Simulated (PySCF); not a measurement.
# H8O4Y (Y(H2O)43+): the cost of one run

The runs use PySCF 2.14.0; PBE0, Y def2-SVP with ECP28, O def2-SVP, H def2-SVP; scalar-relativistic core potentials, no spin–orbit coupling.

1 further run of the same task is left out (for a known fault of the program).

### 1 The starting structure

13 atoms, charge 3, spin multiplicity 1.

Bond lengths: Y1–O2 2.245 Å, Y1–O5 2.245 Å, Y1–O8 2.245 Å, Y1–O11 2.245 Å, O2–H3 0.984 Å, O2–H4 0.984 Å, O5–H6 0.984 Å, O5–H7 0.984 Å, O8–H9 0.984 Å, O8–H10 0.984 Å, O11–H12 0.984 Å, O11–H13 0.984 Å. Angles: O2–Y1–O5 110.1°, O2–Y1–O8 108.2°, O2–Y1–O11 110.1°, O5–Y1–O8 110.1°, O5–Y1–O11 108.2°, O8–Y1–O11 110.1°, Y1–O2–H3 128.3°, Y1–O2–H4 128.1°, H3–O2–H4 103.5°, Y1–O5–H6 128.1°, Y1–O5–H7 128.3°, H6–O5–H7 103.5°, Y1–O8–H9 128.1°, Y1–O8–H10 128.3°, H9–O8–H10 103.5°, Y1–O11–H12 128.3°, Y1–O11–H13 128.1°, H12–O11–H13 103.5°.

Geometry (Å):

```xyz
13

Y    -0.00002    0.00000    0.00000
O     1.31636    1.31655    1.25449
H     2.11750    1.06651    1.76891
H     1.23807    2.28593    1.40675
O    -1.31642   -1.25446    1.31654
H    -1.23804   -1.40680    2.28595
H    -2.11746   -1.76896    1.06652
O     1.31636   -1.31655   -1.25449
H     1.23807   -2.28593   -1.40675
H     2.11750   -1.06651   -1.76891
O    -1.31642    1.25446   -1.31654
H    -2.11746    1.76896   -1.06652
H    -1.23804    1.40680   -2.28595
```

Formal oxidation states: Y +3. An earlier session relaxed this geometry at PBE0, Y def2-SVP with ECP28, O def2-SVP, H def2-SVP (singlet, point group D2).

Its energy there is -342.503724 Eh.

### 2 One electron removed, multiplicity 2

Contents of run.py (the lines that set the calculation):

```python
mol = gto.M(atom='''
Y     -0.00002     0.00000     0.00000
O      1.31636     1.31655     1.25449
H      2.11750     1.06651     1.76891
H      1.23807     2.28593     1.40675
O     -1.31642    -1.25446     1.31654
H     -1.23804    -1.40680     2.28595
H     -2.11746    -1.76896     1.06652
O      1.31636    -1.31655    -1.25449
H      1.23807    -2.28593    -1.40675
H      2.11750    -1.06651    -1.76891
O     -1.31642     1.25446    -1.31654
H     -2.11746     1.76896    -1.06652
H     -1.23804     1.40680    -2.28595''',
    basis={'Y': 'def2-SVP', 'O': 'def2-SVP', 'H': 'def2-SVP'},
    ecp={'Y': 'def2-SVP'},
    charge=4, spin=1)
mf = dft.UKS(mol, xc='PBE0')
mf.grids.atom_grid = (50, 194)
mf = mf.density_fit()  # fitting sets: Y def2-universal-JKFIT, O def2-universal-JKFIT, H def2-universal-JKFIT
mf.conv_tol = 1e-08; mf.max_cycle = 55
mf.kernel(dm0)  # dm0: the density of the relaxed state
```

Run with:

```
$ OMP_NUM_THREADS=2 python run.py
```

**Question.** How long does this run take on 2 threads of Intel Xeon Platinum 8259CL at 2.50GHz (Skylake/Cascade Lake), shared host?

About 8.6 s.
